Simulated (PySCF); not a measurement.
# C2H4BBr: the cost of one run

Programs: PySCF 2.14.0, with density-fitted response routines of our own. Each step states its level of theory. These are calculated values for one molecule in the gas phase, unless marked as measured. Atoms are numbered from 0 throughout.

**1. The starting structure**

8 atoms, charge 0, multiplicity 1; geometry from: GFN2-xTB. The atoms were then displaced at random by about 0.01 Å, so the start is not that level's minimum.

Bonds of the start (Å): B0–C1 1.51, C1–C2 1.32, C2–Br3 1.90, B0–H4 1.17, B0–H5 1.20, C1–H6 1.08, C2–H7 1.11.

**2. Relaxing the molecule at PBE0-D3(BJ)/def2-SVP**

What the job is given:

```
{"job": {"xc": "PBE0", "basis": "def2-SVP", "d3": "d3bj", "grid": 1, "shake": 0.01, "kind": "geom"}, "charge": 0, "multiplicity": 1}
B     -1.316200     0.107070     0.027330
C      0.031310    -0.573590     0.045060
C      1.218900     0.000230    -0.058890
Br     1.574700     1.858450    -0.210120
H     -2.285500    -0.464170     0.360980
H     -1.438890     1.241240    -0.347430
H      0.082740    -1.650680     0.160130
H      2.188070    -0.537690    -0.029530
```

The run is started by

```bash
$ OMP_NUM_THREADS=1 python probes_run.py task.json out
```

The driver reads the jobs from task.json and runs them one after another.

Q: Estimate the wall time and peak memory of this first job on 1 thread of Arm Neoverse V1, shared host.

About 23 s, with a peak of 0.38 GiB.
